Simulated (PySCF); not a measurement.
# Changing the system itself: InGa (triplet)

Aim: change spin, charge, geometry, field or solvent of InGa (triplet), one at a time, and compare with the base run.

Program: PySCF 2.14.0. Level of theory: method and basis as typed in the scripts. These are calculated values, not measurements.

2 further runs of the same task are left out: 2 for a known fault of the program.

### Step 1. The starting structure

InGa (triplet): 2 atoms, charge 0, spin multiplicity 3.

Bond lengths: In1–Ga2 2.465 Å.

### Step 2. The run that the others are compared with

File input.py:

```python
from pyscf import gto, scf

mol = gto.M(
    atom='In 0 0 0; Ga 0 0 2.465',
    basis='sbkjc',
    ecp={'In': 'sbkjc', 'Ga': 'sbkjc'},
    charge=0,
    spin=2,
    verbose=4,
)
mf = scf.UHF(mol)
mf.kernel()
mf.stability(internal=True, external=True)
mf.dip_moment()
print('orbital energies (hartree):', [e[max(0, n-3):n+3].round(4) for e, n in zip(mf.mo_energy, mol.nelec)])
```

On the command line:

```sh
$ OMP_NUM_THREADS=1 python input.py
```

The log of this run is left out.

It gives: E(SCF) = -445.377445 Eh, ⟨S²⟩ = 2.128, μ = 0.86 D, internal unstable; real -> complex stable; UHF/UKS -> GHF/GKS unstable.

The bond length is a typed value, not an optimised one. A lower solution of the same kind exists, so this energy is an upper bound. The triplet is typed in the script; nothing here shows that it is the ground state.

### Step 3. Bond 3.081 Å

Edit 1 changes bond length: 2.465 Å → 3.081 Å.

File input.py:

```python
from pyscf import gto, scf

mol = gto.M(
    atom='In 0 0 0; Ga 0 0 3.081',
    basis='sbkjc',
    ecp={'In': 'sbkjc', 'Ga': 'sbkjc'},
    charge=0,
    spin=2,
    verbose=4,
)
mf = scf.UHF(mol)
mf.kernel()
mf.stability(internal=True, external=True)
mf.dip_moment()
print('orbital energies (hartree):', [e[max(0, n-3):n+3].round(4) for e, n in zip(mf.mo_energy, mol.nelec)])
```

On the command line:

```sh
$ OMP_NUM_THREADS=1 python input.py
```

### Step 4. Bond 1.972 Å

Edit 2 changes bond length: 2.465 Å → 1.972 Å.

input.py: that of step 2 with these lines changed.

```diff
@@ -3,3 +3,3 @@
 mol = gto.M(
-    atom='In 0 0 0; Ga 0 0 2.465',
+    atom='In 0 0 0; Ga 0 0 1.972',
     basis='sbkjc',
```

### Step 5. Electric field -0.01 a.u.

Edit 3 changes electric field: none → -0.01 a.u.

input.py: that of step 2 with these lines changed.

```diff
@@ -11,2 +11,7 @@
 mf = scf.UHF(mol)
+field = -0.01  # electric field along z, atomic units
+h = mf.get_hcore() + field*mol.intor('int1e_r')[2]
+mf.get_hcore = lambda *args: h
+e_nuc = mol.energy_nuc() - field*mol.atom_charges() @ mol.atom_coords()[:, 2]
+mf.energy_nuc = lambda *args: e_nuc
 mf.kernel()
```

### Step 6. Bond 4.93 Å

Edit 4 changes bond length: 2.465 Å → 4.93 Å.

input.py: that of step 2 with these lines changed.

```diff
@@ -3,3 +3,3 @@
 mol = gto.M(
-    atom='In 0 0 0; Ga 0 0 2.465',
+    atom='In 0 0 0; Ga 0 0 4.93',
     basis='sbkjc',
```

### Step 7. Bond 2.638 Å

Edit 5 changes bond length: 2.465 Å → 2.638 Å.

input.py: that of step 2 with these lines changed.

```diff
@@ -3,3 +3,3 @@
 mol = gto.M(
-    atom='In 0 0 0; Ga 0 0 2.465',
+    atom='In 0 0 0; Ga 0 0 2.638',
     basis='sbkjc',
```

**Question.** What will these runs give? Wanted: for each run, E(SCF); from base; gap, α spin; SCF dipole; after the SCF.

**Answer**, as computed:

| run | E(SCF) (hartree) | from base (eV) | cycles | gap, α spin (eV) | SCF dipole (D) | after the SCF |
| --- | --- | --- | --- | --- | --- | --- |
| base | -445.377445 | 0 | 25 | 6.14 | 0.86 | unstable: internal, UHF/UKS -> GHF/GKS |
| bond 3.081 Å | -445.372658 | +0.1303 | 23 | 5.09 | 1.27 | unstable: internal, real -> complex, UHF/UKS -> GHF/GKS |
| bond 1.972 Å | -445.267184 | +3.0004 | 20 | 7.53 | 0.43 | unstable: internal, UHF/UKS -> GHF/GKS |
| electric field -0.01 a.u. | -445.388790 | -0.3087 | 33 | 6.26 | 4.87 | unstable: UHF/UKS -> GHF/GKS |
| bond 4.93 Å | -445.373248 | +0.1142 | 21 | 5.90 | 0.74 | unstable: UHF/UKS -> GHF/GKS |
| bond 2.638 Å | -445.390802 | -0.3635 | 18 | 5.72 | 0.58 | stable |

In words: The largest comparable shift of the SCF energy, +3.000 eV, comes with the run “bond 1.972 Å”.
